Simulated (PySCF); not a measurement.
# BeF: bond curves at several levels of theory

What are the lowest state that PBE0 finds, the bond length, vibrational wavenumber and bond energy of BeF, and how much do these hang on the method?

Computed with PySCF 2.14.0. Level: Be aug-cc-pVDZ, F aug-cc-pVDZ, no relativity.

### 1 Input

A driver script around PySCF takes these settings:

| Quantity | Value |
| --- | --- |
| atoms | Be, F |
| charge | 0 |
| basis | Be aug-cc-pVDZ, F aug-cc-pVDZ |
| Hamiltonian | no relativity |
| basis functions | 46 |
| electrons treated | 13 |
| masses in u | 9.0122, 18.9984 |
| levels | PBE0, PBE, r²SCAN, r²SCAN0, M06-2X, LC-ωPBE, HF, MP2, SCS-MP2, CCSD, CCSD(T) |
| grid | 80 radial by 434 angular points |
| occupations | held fixed by the projection of orbital angular momentum |
| dissociation limit | Be + F, each in its ground configuration |
| starting distance in angstrom | 1.575 |
| values of 2S to try | 1, 3 |

Run with:

```bash
> OMP_NUM_THREADS=1 python dia.py task.json out
```

The runs that follow: The PBE0 curve of the lowest state; PBE (GGA); r²SCAN; r²SCAN0; M06-2X (hybrid meta-GGA); LC-ωPBE; UHF; Correlated methods on the Hartree–Fock reference.

What does the calculation give? Wanted: for each run, Re; ωe; De; μ.

The runs gave:

Lowest PBE0 solution found, without spin–orbit coupling: ²Σ⁺ (doublet), unpaired electrons σ ↑.

```tsv
level	Re (Å)	ωe (cm⁻¹)	De (eV)	μ (D)
UHF	1.391	1251	4.72	-1.41
UHF-MP2	1.411	1177	6.11	n/a
UHF-SCS-MP2	1.409	1177	5.79	n/a
UHF-CCSD	1.406	1191	5.31	n/a
UHF-CCSD(T)	1.409	1181	5.40	n/a
PBE	1.408	1180	6.14	-1.26
r²SCAN	1.402	1202	6.12	-1.29
PBE0	1.397	1214	5.87	-1.31
r²SCAN0	1.395	1224	5.87	-1.35
M06-2X	1.391	1232	5.81	-1.36
LC-ωPBE	1.400	1210	6.05	-1.28
```

De is counted to Be + F in their ground configurations. A positive dipole means Be(−)F(+).

Differences from CCSD(T) in the same basis:

```tsv
level	Re (mÅ)	ωe (%)
UHF	-18	+6.0
UHF-MP2	+2	-0.3
UHF-SCS-MP2	0	-0.3
UHF-CCSD	-3	+0.9
PBE	-1	-0.1
r²SCAN	-6	+1.8
PBE0	-11	+2.9
r²SCAN0	-14	+3.7
M06-2X	-18	+4.4
LC-ωPBE	-8	+2.5
```

Against CCSD(T) in the same basis, the bond length is nearest at UHF-SCS-MP2 (0 mÅ) and farthest at UHF and M06-2X (-18 mÅ); the wavenumber is nearest at PBE (-0.1 %) and farthest at UHF (+6.0 %). Hartree–Fock makes the bond too short and too stiff against this reference, as it mostly does. CCSD(T) in a basis this small is itself some way from its limit, more so than the functionals. Of the levels with a De here, UHF gives the least (4.72 eV) and PBE the most (6.14 eV).

Correlated steps freeze 1 core orbital.
